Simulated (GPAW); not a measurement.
## BiTe in GPAW: the effect of strain uniaxial z

Crystal: BiTe.

```
Bi Te
1.0
     0.00000    3.23500    3.10560
     3.23500    0.00000    3.10560
     3.23500    3.23500    0.00000
Bi Te
1 1
Cartesian
  0.0000 0.0000 0.0000
  3.2350 3.2350 3.1056
```

Alike in all runs:

```yaml
Program: GPAW 26.7.0
Task: single point
Functional: PBEsol
Potentials_or_basis: PAW data sets generated in the run's folder for this functional
Cutoff: 600 eV
Basis: pw
k_mesh: 7 × 7 × 7
Occupations: fermi-dirac, width 0.05 eV
Spin: no spin polarisation
Maxiter: 150
```

```csv
strain uniaxial z,pressure (GPa)
-0.04,0.3
-0.02,-0.8
-0.01,-1.3
0,-1.8
0.01,-2.2
0.02,-2.6
0.04,?
```

Question: What does the run with strain uniaxial z 0.04 give?

Answer: Pressure -3.4 GPa.

Worked out: A straight line through the other rows of the pressure, of slope -48.4 GPa per unit of strain uniaxial z, extrapolates to -3.7 GPa, against the run's -3.4.

Caveats: the density grid can change from cell to cell, which puts small steps into energies and stress.
